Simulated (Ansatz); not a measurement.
# The chromium atom (septet): the correlation ladder, def2-TZVP

Aim: climb from Hartree-Fock through coupled cluster and multireference methods for the chromium atom (septet) at one geometry and basis, and see what each rung misses.

Method: def2-TZVP, core rule «outside noble gas», up to 9 orbitals frozen; program: Ansatz 0.2.0, Gaussian basis.

Plan: UHF; CCSD(T) on ROHF; CCSD(T) on UHF; CISD; CCSDT(Q) on ROHF; CCSDT(Q) on UHF; CASSCF and MRCISD+Q, 6 electrons in 6 orbitals; CASSCF and MRCISD+Q(relaxed), 6 electrons in 6 orbitals; CASSCF and NEVPT4(SD), 6 electrons in 6 orbitals; CASSCF and NEVPT2, 6 electrons in 6 orbitals; Full CI.

2 further runs of the same task are left out: 2 that didn't finish.

## 1. The atom

A free atom, in its lowest state of this spin that the program finds.

1 atom, charge 0, spin multiplicity 7.

## 2. UHF

Contents of in.yaml:

```yaml
crystal:
  periodic: [false, false, false]
  atoms:
    - {symbol: Cr, position_ang: [0.000000, 0.000000, 0.000000]}
basis:
  gaussian: {orbitals: def2-TZVP}
magnetization: {spin_polarized: true, initial_magnetization: 6}
hamiltonian: {xc: hf}
output: {orbitals: {seedname: orbitals}}
```

Launch:

```sh
$ ansatz run in.yaml --threads 1 --pin off --events-out ev --progress --plain --max-ram 2393MiB
```

The runs that follow: CCSD(T) on ROHF; CCSD(T) on UHF; CISD; CCSDT(Q) on ROHF; CCSDT(Q) on UHF; CASSCF and MRCISD+Q, 6 electrons in 6 orbitals; CASSCF and MRCISD+Q(relaxed), 6 electrons in 6 orbitals; CASSCF and NEVPT4(SD), 6 electrons in 6 orbitals; CASSCF and NEVPT2, 6 electrons in 6 orbitals; Full CI.

**Question.** What will the summary of the whole plan be? Wanted: FCI below the RHF energy; RMP2 from FCI; UMP2 from FCI; RCCSD from FCI; RCCSD(T) from FCI; UCCSD(T) from FCI; RCCSDT(Q) from FCI; UCCSDT(Q) from FCI; NEVPT2 valence from FCI.

**Answer**, as computed:

| quantity | value |
| --- | --- |
| FCI below the RHF energy | -2.2706 eV |
| RMP2 from FCI | +5.10 kcal/mol |
| UMP2 from FCI | +4.97 kcal/mol |
| RCCSD from FCI | +1.21 kcal/mol |
| RCCSD(T) from FCI | +0.18 kcal/mol |
| UCCSD(T) from FCI | +0.06 kcal/mol |
| RCCSDT(Q) from FCI | 0.00 kcal/mol |
| UCCSDT(Q) from FCI | -0.14 kcal/mol |
| NEVPT2 valence from FCI | +14.03 kcal/mol |
| NEVPT4(SD) valence from FCI | +2.33 kcal/mol |
| MRCISD+Q valence from FCI | +0.55 kcal/mol |
| levels within 1 kcal/mol (43 meV) | RCCSD(T), UCCSD(T), RCCSDT, UCCSDT, RCCSDT(Q), UCCSDT(Q), MRCISD+Q valence, MRCISD+Q(relaxed) valence |
| T1 diagnostic | 0.017 |
| effectively unpaired electrons | 6.00 |

In words: RCCSD(T) lands +0.18 kcal/mol from the yardstick (0.3 % of the correlation energy). UCCSDT, UCCSDT(Q) fall below full CI: unrestricted runs freeze a spin-polarised core, another one than full CI's, and coupled cluster isn't variational. One determinant dominates. Of the multireference levels listed MRCISD+Q valence comes nearest in total energy (+0.55 kcal/mol), which doesn't show that its space is the better one. These misses are within one basis, not against nature; the frozen cores of restricted and unrestricted runs differ, which can shift their rows.
